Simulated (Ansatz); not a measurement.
# C₂H₆AlN: basis-set convergence

One table from this session's results is given with a row withheld; the runs are named, their logs left out.

The runs use Ansatz 0.2.0, Gaussian basis; one geometry, several basis sets.

Plan: PBE0-D4/def2-SVP; ωB97M-V/def2-SVP; PBE0-D4/def2-QZVPP; ωB97M-V/def2-QZVPP; the functionals' def2-TZVPP values are taken from earlier runs.

**Structure used throughout**

An earlier PBE0-D4 in a triple-zeta def2 set relaxation fixed the geometry.

SMILES `[CH3][AlH][CH]=N`, 10 atoms, charge 0, spin multiplicity 1.

Atoms are counted from 1 here; the program's logs count them from 0.

Bond lengths: C1–Al2 1.942 Å, C1–H5 1.095 Å, C1–H6 1.092 Å, C1–H7 1.095 Å, Al2–C3 1.985 Å, Al2–H8 1.593 Å, C3–N4 1.278 Å, C3–H9 1.104 Å, N4–H10 1.025 Å. Angles: Al2–C1–H5 111.2°, Al2–C1–H6 111.0°, Al2–C1–H7 111.3°, H5–C1–H6 108.4°, H5–C1–H7 106.4°, H6–C1–H7 108.4°, C1–Al2–C3 118.8°, C1–Al2–H8 122.8°, C3–Al2–H8 118.4°, Al2–C3–N4 115.1°, Al2–C3–H9 124.7°, N4–C3–H9 120.2°, C3–N4–H10 112.2°.

The first run:

Input file in.yaml:

```yaml
crystal:
  periodic: [false, false, false]
  atoms:
    - {symbol: C, position_ang: [-1.527074, 0.647733, -0.547940]}
    - {symbol: Al, position_ang: [-0.131593, -0.699881, -0.643920]}
    - {symbol: C, position_ang: [1.437488, -0.539867, 0.561175]}
    - {symbol: N, position_ang: [1.411391, 0.461439, 1.354167]}
    - {symbol: H, position_ang: [-1.648930, 1.159983, -1.508242]}
    - {symbol: H, position_ang: [-1.297838, 1.395104, 0.214443]}
    - {symbol: H, position_ang: [-2.497631, 0.198825, -0.312357]}
    - {symbol: H, position_ang: [-0.192017, -1.933184, -1.650752]}
    - {symbol: H, position_ang: [2.289513, -1.241491, 0.579756]}
    - {symbol: H, position_ang: [2.239891, 0.500140, 1.956672]}
basis:
  gaussian: {orbitals: def2-SVP}
hamiltonian: {xc: pbe0, dispersion: d4}
output: {orbitals: {seedname: orbitals}}
```

Started as:

```sh
> ansatz run in.yaml --threads 2 --pin off --events-out ev --progress --plain --max-ram 4352MiB
```

Steps of the session up to this table: PBE0-D4 in def2-SVP; ωB97M-V in def2-SVP; PBE0-D4 in def2-QZVPP; ωB97M-V in def2-QZVPP.

One table of the session follows, with a row left open; its other results are not shown here.

It belongs to the step «Functionals by basis». 

```
functional       basis  HOMO (eV)  LUMO (eV)
   PBE0-D4    def2-SVP      -6.65      -1.58
   PBE0-D4  def2-TZVPP      -6.83      -1.72
   PBE0-D4  def2-QZVPP          ?          ?
   ωB97M-V    def2-SVP      -8.92       0.28
   ωB97M-V  def2-TZVPP      -9.12       0.09
   ωB97M-V  def2-QZVPP      -9.15      -0.04
```

**Question.** Estimate the row for PBE0-D4, def2-QZVPP.

As computed: HOMO (eV): -6.86; LUMO (eV): -1.76. In the column «HOMO (eV)» it lies between ωB97M-V, def2-SVP (-8.92) and PBE0-D4, def2-TZVPP (-6.83).
